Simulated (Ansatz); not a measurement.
# P: the crystal squeezed far

An exercise on one series of results from a longer session: the logs are not shown, and one member is left open.

Method: DFT PBEsol, with the methods named in each step, in Ansatz 0.2.0.

1 further run of the same task is left out (it didn't finish). Runs told in other sessions of the task aren't counted.

## The starting structure

It takes space group Fd-3m (No. 227, cubic). Conventional cell: a = 5.313 Å, b = 5.313 Å, c = 5.313 Å, α = 90.00°, β = 90.00°, γ = 90.00°. P (site symmetry -43m) is surrounded by 4 P at 2.30 Å.

Structure file:

```cif
data_structure
_symmetry_space_group_name_H-M 'P 1'
_symmetry_Int_Tables_number 1
_cell_length_a 3.7571
_cell_length_b 3.7571
_cell_length_c 3.7571
_cell_angle_alpha 60.000
_cell_angle_beta 60.000
_cell_angle_gamma 60.000
_cell_volume 37.50
loop_
_atom_site_label
_atom_site_type_symbol
_atom_site_fract_x
_atom_site_fract_y
_atom_site_fract_z
_atom_site_occupancy
P1 P 0.87500 0.87500 0.87500 1
P2 P 0.12500 0.12500 0.12500 1
```

Whether this phase is the stable one at these pressures isn't tested.

Atoms are numbered in the order of the input: P1, P2.

Set-up of the first run:

input.yaml reads:

```yaml
crystal:
  lattice:
    - [0.0, 2.656646423, 2.656646423]
    - [2.656646423, 0.0, 2.656646423]
    - [2.656646423, 2.656646423, 0.0]
  atoms:
    - { symbol: P, position: [-0.125, -0.125, -0.125] }
    - { symbol: P, position: [0.125, 0.125, 0.125] }
kpoints:
  mp_grid: { grid: [12, 12, 12] }
scf:
  occupations: { method: fermi_dirac, width: 0.08 }
hamiltonian:
  xc: pbesol
  pseudopotentials: { kind: paw }
output:
  forces: true
  stress: true
  write_density: true
  write_potential: true
  elf: true
  volumetric_format: npy
relax:
  f_tol: 0.005
  max_steps: 40
  cell: {}
```

Launch:

```bash
$ ansatz run input.yaml --threads 1 --pin off --max-ram 2048MiB --backend cpu --events-out ev --progress --plain --runs-dir out
```

Among the steps run: Cell relaxed at zero pressure, PAW; Volume scaled by 1, PAW; Volume scaled by 0.92, PAW; Volume scaled by 0.84, PAW; Volume scaled by 0.76, PAW; Volume scaled by 0.68, PAW; Volume scaled by 0.6, PAW; Volume scaled by 0.52, PAW; Volume scaled by 0.45, PAW; Volume scaled by 0.45, PAW (core large).

One of the session's tables, all rows but one given; the rest of the session is left out.

 The rows PAW, 0.45 and PAW (core large), 0.45 agree to the last digit and may rest on the same set-up.

| method | volume over the first | volume (Å³/atom) | pressure (GPa) |
| --- | --- | --- | --- |
| PAW | 1 | 19.548 | 0.00 |
| PAW | 0.92 | ? | ? |
| PAW | 0.84 | 16.420 | 11.83 |
| PAW | 0.76 | 14.856 | 23.07 |
| PAW | 0.68 | 13.292 | 45.34 |
| PAW | 0.6 | 11.729 | 85.46 |
| PAW | 0.52 | 10.165 | 159.25 |
| PAW | 0.45 | 8.796 | 279.96 |
| PAW (core large) | 0.45 | 8.796 | 279.96 |

Estimate the missing values for PAW, 0.92.

**Answer.** volume (Å³/atom): 17.984; pressure (GPa): 4.79. In the column «volume (Å³/atom)» it lies between PAW, 0.84 (16.420) and PAW, 1 (19.548).
